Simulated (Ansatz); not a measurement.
## Mg2PbN2 in Ansatz: convergence with xc grid

The system is Mg2PbN2.

```
Pb Mg N
1.0
     3.62686    0.00000    0.00000
    -1.81343    3.14096    0.00000
     0.00000    0.00000    6.56589
Pb Mg N
1 2 2
Direct
  0.00000 0.00000 0.50000
  0.33333 0.66667 0.86122
  0.66667 0.33333 0.13878
  0.33333 0.66667 0.20255
  0.66667 0.33333 0.79746
```

The cell comes from a database or a generator and needn't be the stable form of this composition.

| Property | Result |
| --- | --- |
| Program | Ansatz 0.2.0 |
| Task | convergence study |
| Functional | PBE |
| Potentials or basis | Ansatz NC |
| Cutoff | 1240 eV (not typed: the program's choice for these potentials) |
| k mesh | 7 × 7 × 4 |
| Occupations | gaussian, width 0.1 eV |
| Spin | no spin polarisation |

These are the settings of the first run; the series varies xc grid, with any setting tied to it.

Hardware: 2 threads of Arm Neoverse V1 (shared host).

```
xc grid  energy less the tightest run, at zero smearing (meV/atom)  SCF cycles  CPU time (s)  peak memory (GiB)
      1                                                      -0.07          11            23               0.52
      2                                                       0.00          11            23               0.55
      3                                                       0.00          11            23               0.66
      4                                                       0.00          11            25               0.93
      5                                                       0.00          11            26                1.4
```

Against the tightest run, the energy stays within 1 meV/atom from 1 on. The tightest run that finished is the yardstick and may itself not be fully converged.
